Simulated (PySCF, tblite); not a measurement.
# C₃H₄BF₄N: a rotation path, then NMR shifts on frames, part 2 of 2

tblite 0.8.0 and PySCF 2.14.0. Atoms count from 0. Earlier steps stand in the parts before.

**5. Nuclear shieldings: image 4, PBE0/pcSseg-1**

Job settings and geometry (Å):

```
{"job": {"kind": "nmr", "xc": "PBE0", "basis": "pcSseg-1", "pop": false}, "charge": 0, "multiplicity": 1}
F      2.993600     1.378500     0.196500
B      2.766000     0.111900    -0.331500
N      1.289300    -0.119600    -0.111800
C      0.178900    -0.082000     0.175400
C     -1.219700    -0.031800     0.493000
C     -2.108600    -0.141300    -0.763700
F     -1.409400    -0.287700    -1.888100
F     -2.937500    -1.187100    -0.678600
F     -2.870700     0.945800    -0.910900
H      2.912000     0.073700    -1.511200
H      3.307900    -0.746300     0.289800
H     -1.482900    -0.841700     1.181500
H     -1.423200     0.928100     0.980500
```

Method: GIAO PBE0/pcSseg-1 NMR shielding, non-relativistic, gas phase.

What it wrote:

```text
coarse grid: 12232 points
cycle   1  E = -594.7577891198  dE =  1.492e+00  |g| = 1.085e+00  |ddm| = 3.131e+00
cycle   2  E = -594.2648903935  dE =  4.929e-01  |g| = 1.992e+00  |ddm| = 2.109e+00
cycle   3  E = -594.9675858417  dE = -7.027e-01  |g| = 2.748e-01  |ddm| = 1.524e+00
cycle   4  E = -594.9785634911  dE = -1.098e-02  |g| = 1.548e-01  |ddm| = 2.146e-01
cycle   5  E = -594.9831881551  dE = -4.625e-03  |g| = 3.874e-02  |ddm| = 9.096e-02
cycle   6  E = -594.9834606937  dE = -2.725e-04  |g| = 6.889e-03  |ddm| = 2.819e-02
cycle   7  E = -594.9834677815  dE = -7.088e-06  |g| = 2.233e-03  |ddm| = 5.248e-03
final grid: 123728 points
cycle   8  E = -595.0566863354  dE = -5.900e-05  |g| = 4.969e-03  |ddm| = 2.526e-02
cycle   9  E = -595.0566850940  dE =  1.241e-06  |g| = 6.081e-03  |ddm| = 7.607e-03
cycle  10  E = -595.0566916840  dE = -6.590e-06  |g| = 1.012e-03  |ddm| = 3.568e-03
cycle  11  E = -595.0566918058  dE = -1.218e-07  |g| = 5.712e-04  |ddm| = 8.730e-04
cycle  12  E = -595.0566918670  dE = -6.123e-08  |g| = 1.870e-04  |ddm| = 3.662e-04
cycle  13  E = -595.0566918738  dE = -6.802e-09  |g| = 2.261e-05  |ddm| = 1.150e-04
cycle  14  E = -595.0566918739  dE = -9.709e-11  |g| = 7.069e-06  |ddm| = 1.835e-05
converged SCF energy = -595.0566918739

GIAO shielding tensors (ppm)
atom      isotropic    diamagn.    paramagn.     s11        s22        s33       span
  0 F      425.642     470.001     -44.359    351.638    358.887    566.401    214.763
  1 B      112.838     188.136     -75.298    100.951    106.248    131.314     30.363
  2 N       14.579     332.524    -317.945   -154.344   -121.021    319.103    473.447
  3 C       63.853     269.691    -205.839    -17.743    -12.438    221.739    239.482
  4 C      156.367     249.870     -93.503    137.663    146.141    185.297     47.635
  5 C       56.203     239.715    -183.513     49.484     58.179     60.945     11.461
  6 F      242.540     475.188    -232.647    170.188    232.675    324.757    154.569
  7 F      230.167     468.578    -238.411    163.769    196.911    329.822    166.053
  8 F      230.182     469.083    -238.901    165.243    196.369    328.935    163.691
  9 H       28.262      30.015      -1.754     25.173     28.886     30.726      5.553
 10 H       28.299      29.616      -1.317     25.107     28.731     31.059      5.951
 11 H       27.878      27.339       0.538     23.297     27.584     32.752      9.455
 12 H       27.725      27.701       0.024     23.464     27.591     32.122      8.658
```

Run time: 51 s. Hardware: 1 thread, shared host.

This run: δ C5 130.7, C3 123.1, C4 30.6, F7 -59.2, H12 3.99, H11 3.84 ppm.

**6. Nuclear shieldings: image 6, PBE0/pcSseg-1**

Job settings and geometry (Å):

```
{"job": {"kind": "nmr", "xc": "PBE0", "basis": "pcSseg-1", "pop": false}, "charge": 0, "multiplicity": 1}
F      2.956400     1.419200     0.297800
B      2.758500     0.197500    -0.336900
N      1.289000    -0.090500    -0.131400
C      0.179500    -0.103000     0.160900
C     -1.216000    -0.130100     0.495800
C     -2.103600    -0.151000    -0.760300
F     -1.535600    -0.793000    -1.781600
F     -3.265800    -0.763600    -0.509300
F     -2.393200     1.083100    -1.175400
H      2.897700     0.264800    -1.516100
H      3.327100    -0.696200     0.205500
H     -1.446500    -1.010700     1.104200
H     -1.451900     0.774000     1.067700
```

Method: GIAO PBE0/pcSseg-1 NMR shielding, non-relativistic, gas phase.

What it wrote:

```text
coarse grid: 12232 points
cycle   1  E = -594.7620198398  dE =  1.492e+00  |g| = 1.083e+00  |ddm| = 3.135e+00
cycle   2  E = -594.2738330671  dE =  4.882e-01  |g| = 1.985e+00  |ddm| = 2.091e+00
cycle   3  E = -594.9709868997  dE = -6.972e-01  |g| = 2.740e-01  |ddm| = 1.503e+00
cycle   4  E = -594.9819182532  dE = -1.093e-02  |g| = 1.539e-01  |ddm| = 2.132e-01
cycle   5  E = -594.9864921375  dE = -4.574e-03  |g| = 3.841e-02  |ddm| = 9.004e-02
cycle   6  E = -594.9867603112  dE = -2.682e-04  |g| = 6.890e-03  |ddm| = 2.798e-02
cycle   7  E = -594.9867673472  dE = -7.036e-06  |g| = 2.209e-03  |ddm| = 5.229e-03
final grid: 123728 points
cycle   8  E = -595.0593153122  dE = -5.729e-05  |g| = 5.140e-03  |ddm| = 2.570e-02
cycle   9  E = -595.0593136539  dE =  1.658e-06  |g| = 6.438e-03  |ddm| = 7.807e-03
cycle  10  E = -595.0593210059  dE = -7.352e-06  |g| = 1.018e-03  |ddm| = 3.844e-03
cycle  11  E = -595.0593211314  dE = -1.255e-07  |g| = 5.834e-04  |ddm| = 9.000e-04
cycle  12  E = -595.0593211956  dE = -6.426e-08  |g| = 1.842e-04  |ddm| = 3.683e-04
cycle  13  E = -595.0593212022  dE = -6.589e-09  |g| = 2.464e-05  |ddm| = 1.190e-04
cycle  14  E = -595.0593212023  dE = -1.130e-10  |g| = 7.799e-06  |ddm| = 1.946e-05
converged SCF energy = -595.0593212023

GIAO shielding tensors (ppm)
atom      isotropic    diamagn.    paramagn.     s11        s22        s33       span
  0 F      425.459     470.080     -44.621    350.939    358.258    567.182    216.243
  1 B      112.799     188.111     -75.312    101.006    106.184    131.206     30.200
  2 N       16.668     332.560    -315.892   -155.114   -120.947    326.064    481.178
  3 C       63.351     269.676    -206.325    -18.755    -11.418    220.225    238.979
  4 C      157.785     249.153     -91.368    140.697    149.899    182.760     42.063
  5 C       55.975     240.761    -184.786     50.146     58.089     59.690      9.544
  6 F      245.641     474.732    -229.092    168.897    239.611    328.414    159.516
  7 F      237.497     467.559    -230.062    161.824    219.119    331.547    169.724
  8 F      236.649     471.695    -235.046    161.135    219.332    329.481    168.346
  9 H       28.276      30.013      -1.737     25.173     28.896     30.760      5.588
 10 H       28.293      29.594      -1.302     25.102     28.738     31.037      5.935
 11 H       28.011      27.310       0.701     23.211     27.671     33.152      9.940
 12 H       27.889      27.453       0.437     23.998     27.154     32.517      8.519
```

Run time: 50 s. Hardware: 1 thread, shared host.

Key values: δ C5 131.0, C3 123.6, C4 29.1, F8 -65.7, H12 3.83, H11 3.71 ppm.

**7. NMR shieldings: image 8, PBE0/pcSseg-1**

Job settings and geometry (Å):

```
{"job": {"kind": "nmr", "xc": "PBE0", "basis": "pcSseg-1", "pop": false}, "charge": 0, "multiplicity": 1}
F      2.885700     1.460300     0.388100
B      2.746600     0.281900    -0.337900
N      1.287500    -0.082100    -0.156800
C      0.183300    -0.139600     0.150800
C     -1.208000    -0.226700     0.493800
C     -2.093000    -0.152600    -0.756800
F     -1.853600    -1.162300    -1.596600
F     -3.385200    -0.220100    -0.419000
F     -1.919500     0.982300    -1.432700
H      2.886500     0.442700    -1.507800
H      3.353100    -0.624100     0.138900
H     -1.419800    -1.170500     1.007700
H     -1.468000     0.611200     1.149400
```

Level: GIAO PBE0/pcSseg-1 NMR shielding, non-relativistic, gas phase.

What it wrote:

```text
coarse grid: 12232 points
cycle   1  E = -594.7652577450  dE =  1.488e+00  |g| = 1.081e+00  |ddm| = 3.137e+00
cycle   2  E = -594.2795988778  dE =  4.857e-01  |g| = 1.981e+00  |ddm| = 2.077e+00
cycle   3  E = -594.9732790496  dE = -6.937e-01  |g| = 2.741e-01  |ddm| = 1.487e+00
cycle   4  E = -594.9842294423  dE = -1.095e-02  |g| = 1.533e-01  |ddm| = 2.122e-01
cycle   5  E = -594.9887590550  dE = -4.530e-03  |g| = 3.877e-02  |ddm| = 8.987e-02
cycle   6  E = -594.9890307472  dE = -2.717e-04  |g| = 6.938e-03  |ddm| = 2.814e-02
cycle   7  E = -594.9890378597  dE = -7.112e-06  |g| = 2.196e-03  |ddm| = 5.250e-03
final grid: 123728 points
cycle   8  E = -595.0614780567  dE = -5.674e-05  |g| = 5.319e-03  |ddm| = 2.461e-02
cycle   9  E = -595.0614760653  dE =  1.991e-06  |g| = 6.749e-03  |ddm| = 7.982e-03
cycle  10  E = -595.0614841375  dE = -8.072e-06  |g| = 1.068e-03  |ddm| = 4.109e-03
cycle  11  E = -595.0614842779  dE = -1.405e-07  |g| = 6.101e-04  |ddm| = 9.377e-04
cycle  12  E = -595.0614843492  dE = -7.129e-08  |g| = 1.794e-04  |ddm| = 3.787e-04
cycle  13  E = -595.0614843554  dE = -6.209e-09  |g| = 2.599e-05  |ddm| = 1.203e-04
cycle  14  E = -595.0614843556  dE = -1.276e-10  |g| = 8.094e-06  |ddm| = 1.974e-05
converged SCF energy = -595.0614843556

GIAO shielding tensors (ppm)
atom      isotropic    diamagn.    paramagn.     s11        s22        s33       span
  0 F      422.992     470.496     -47.505    344.332    357.116    567.528    223.196
  1 B      112.561     187.942     -75.381    101.078    105.981    130.624     29.547
  2 N       17.743     332.837    -315.094   -156.110   -123.003    332.343    488.453
  3 C       62.503     269.585    -207.081    -18.930    -12.810    219.251    238.181
  4 C      159.112     248.535     -89.423    143.670    153.416    180.249     36.579
  5 C       55.674     241.609    -185.935     50.789     57.505     58.730      7.941
  6 F      244.685     473.479    -228.794    164.907    239.136    330.012    165.105
  7 F      244.220     467.412    -223.193    164.270    233.788    334.600    170.330
  8 F      246.060     474.131    -228.072    167.037    242.180    328.961    161.924
  9 H       28.299      29.994      -1.696     25.247     28.819     30.830      5.583
 10 H       28.302      29.541      -1.239     25.124     28.685     31.096      5.972
 11 H       28.140      27.026       1.113     23.707     27.259     33.454      9.747
 12 H       28.046      27.468       0.578     23.829     27.312     32.998      9.169
```

It took 53 s on 1 thread, shared host.

Key values: δ C5 131.3, C3 124.4, C4 27.8, F7 -73.3, H12 3.67, H11 3.58 ppm.

**8. Run by run: NMR shifts**

Shifts (ppm) of some atoms, chosen among heavy atoms and hydrogens apart, with basis size and wall time:

| frame | H12 | H11 | F8 | F7 | F6 | F0 | N2 | functions | time |
| --- | --- | --- | --- | --- | --- | --- | --- | --- | --- |
| image 0 | 3.68 | 3.58 | -73.2 | -73.7 | -75.1 | -252.2 | 249.9 | 173 | 75 s |
| image 2 | 3.85 | 3.69 | -66.1 | -65.0 | -75.1 | -255.3 | 251.1 | 173 | 52 s |
| image 4 | 3.99 | 3.84 | -59.2 | -59.2 | -71.6 | -254.7 | 253.1 | 173 | 51 s |
| image 6 | 3.83 | 3.71 | -65.7 | -66.6 | -74.7 | -254.5 | 251.1 | 173 | 50 s |
| image 8 | 3.67 | 3.58 | -75.1 | -73.3 | -73.7 | -252.0 | 250.0 | 173 | 53 s |

**9. What came out**

The summary covers parts 1 to 2.

```
                                            quantity                               value
                                             barrier  0.073 eV (1.7 kcal/mol) at image 4
                               end to end (GFN2-xTB)                            0.000 eV
     13C shifts against TMS (PBE0/pcSseg-1, image 0)              131.2, 124.3, 27.8 ppm
      1H shifts against TMS (PBE0/pcSseg-1, image 0)          3.68, 3.58, 3.42, 3.42 ppm
   19F shifts against CFCl3 (PBE0/pcSseg-1, image 0)     -73.2, -73.7, -75.1, -252.2 ppm
11B shifts against BF3·OEt2 (PBE0/pcSseg-1, image 0)                           -12.5 ppm
     15N shifts against NH3 (PBE0/pcSseg-1, image 0)                           249.9 ppm
               surface potential, 1st and 99th percentile                  -1.95 V and 2.50 V
                            range of the shift of F8                  -75.1 to -59.2 ppm
```

Along the band the dihedral turns by 120°, and the top (dihedral -119°) lies 1.7 kcal/mol above the start (GFN2-xTB, rough), so at room temperature this motion is fast. The top was not checked by a frequency run. Shifts at one fixed geometry are not the observed spectrum, which averages over the motion. In the first frame run (image 0): Shielding is most anisotropic at N2 (span 488 ppm, paramagnetic term -315 ppm). At PBE0/pcSseg-1, counted by nearest atom on the grid, the HOMO lies on H9, H10 about 28 % each; F0 26 %, the LUMO on C3 38 %; N2 31 %. In ppm, F8 moves most: its shift spreads over 15.9 ppm, from -75.1 (image 8) to -59.2 (image 4).
